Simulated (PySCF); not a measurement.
# BrGeH5: the cost of one run

Program: PySCF 2.14.0. Level of theory: levels as typed in each script, gas phase, geometry from start geometry of a pair search. These are calculated values, not measurements.

## Step 1: Starting geometry

SMILES `Br.[GeH4]`, 7 atoms, charge 0, spin multiplicity 1.

Bond lengths: Br1–H2 1.401 Å, Ge3–H4 1.485 Å, Ge3–H5 1.484 Å, Ge3–H6 1.478 Å, Ge3–H7 1.492 Å. Angles: H4–Ge3–H5 109.7°, H4–Ge3–H6 110.2°, H4–Ge3–H7 108.7°, H5–Ge3–H6 110.3°, H5–Ge3–H7 108.6°, H6–Ge3–H7 109.4°.

Geometry (Å):

```xyz
7
charge 0, multiplicity 1
Br   -2.02925    0.01083    0.00012
H    -0.74860   -0.55665   -0.00704
Ge    1.99475    0.00614    0.00011
H     1.37241    0.69978   -1.15556
H     1.46316    0.56970    1.26638
H     3.46478    0.15331   -0.04851
H     1.64019   -1.44168   -0.06287
```

## Step 2: Binding of the two fragments (PBE/def2-tzvp)

File input.py:

```python
import numpy as np
from pyscf import gto, scf, dft
from pyscf.scf import atom_ks, atom_hf
from scipy.linalg import block_diag
from pyscf.dispersion import dftd3

def solve(mol, dm0=None, hcore=None):
    mf = (dft.UKS if mol.spin else dft.RKS)(mol, xc='pbe')
    mf.grids.level = 3
    mf = mf.density_fit(auxbasis='def2-universal-jkfit')
    mf.conv_tol, mf.max_cycle = 1e-8, 80
    if hcore is not None:
        mf.get_hcore = lambda *args: hcore
    mf.kernel(dm0)
    if not mf.converged:
        mf = mf.newton().run(mf.mo_coeff, mf.mo_occ, max_cycle=30)
    assert mf.converged, 'SCF not converged'
    return mf

mol = gto.M(atom='''
Br    -2.02925     0.01083     0.00012
H     -0.74860    -0.55665    -0.00704
Ge     1.99475     0.00614     0.00011
H      1.37241     0.69978    -1.15556
H      1.46316     0.56970     1.26638
H      3.46478     0.15331    -0.04851
H      1.64019    -1.44168    -0.06287
''', basis='def2-tzvp', charge=0, spin=0, verbose=4)
mol_a = gto.M(atom='''
Br    -2.02925     0.01083     0.00012
H     -0.74860    -0.55665    -0.00704
ghost-Ge     1.99475     0.00614     0.00011
ghost-H      1.37241     0.69978    -1.15556
ghost-H      1.46316     0.56970     1.26638
ghost-H      3.46478     0.15331    -0.04851
ghost-H      1.64019    -1.44168    -0.06287
''', basis='def2-tzvp', charge=0, spin=0, verbose=4)
mol_b = gto.M(atom='''
ghost-Br    -2.02925     0.01083     0.00012
ghost-H     -0.74860    -0.55665    -0.00704
Ge     1.99475     0.00614     0.00011
H      1.37241     0.69978    -1.15556
H      1.46316     0.56970     1.26638
H      3.46478     0.15331    -0.04851
H      1.64019    -1.44168    -0.06287
''', basis='def2-tzvp', charge=0, spin=0, verbose=4)
ab, a, b = solve(mol), solve(mol_a), solve(mol_b)
e_int = ab.e_tot - a.e_tot - b.e_tot
print('counterpoise-corrected interaction energy / kcal/mol', e_int * 627.5095)
def disp(atoms, charge):
    m = gto.M(atom=atoms, charge=charge, basis='sto-3g', spin=None, unit='Bohr', verbose=0)
    return dftd3.DFTD3Dispersion(m, xc='pbe', version='d3bj').get_dispersion()['energy']
e_disp = disp(mol._atom, mol.charge) - disp(mol._atom[:2], mol_a.charge) - disp(mol._atom[2:], mol_b.charge)
print('D3(BJ) part / kcal/mol', e_disp * 627.5095)
# spherically averaged free atoms, for the promolecule
atm = atom_ks.get_atm_nrks(mol, xc='pbe')
pro = block_diag(*[(atm[a[0]][2] * atm[a[0]][3]) @ atm[a[0]][2].T for a in mol._atom])
np.savez('result.npz', e_int=e_int, e_disp=e_disp, dm_a=a.make_rdm1(), dm_b=b.make_rdm1(), c=ab.mo_coeff, occ=ab.mo_occ, eps=ab.mo_energy, pro=pro, d=[f.dip_moment(verbose=0) for f in (ab, a, b)])
```

Command:

```bash
$ OMP_NUM_THREADS=1 python input.py
```

Q: Estimate wall time and peak memory on 1 thread of Intel Xeon at 2.70GHz, shared host.

About 41 s, with a peak of 0.48 GiB.
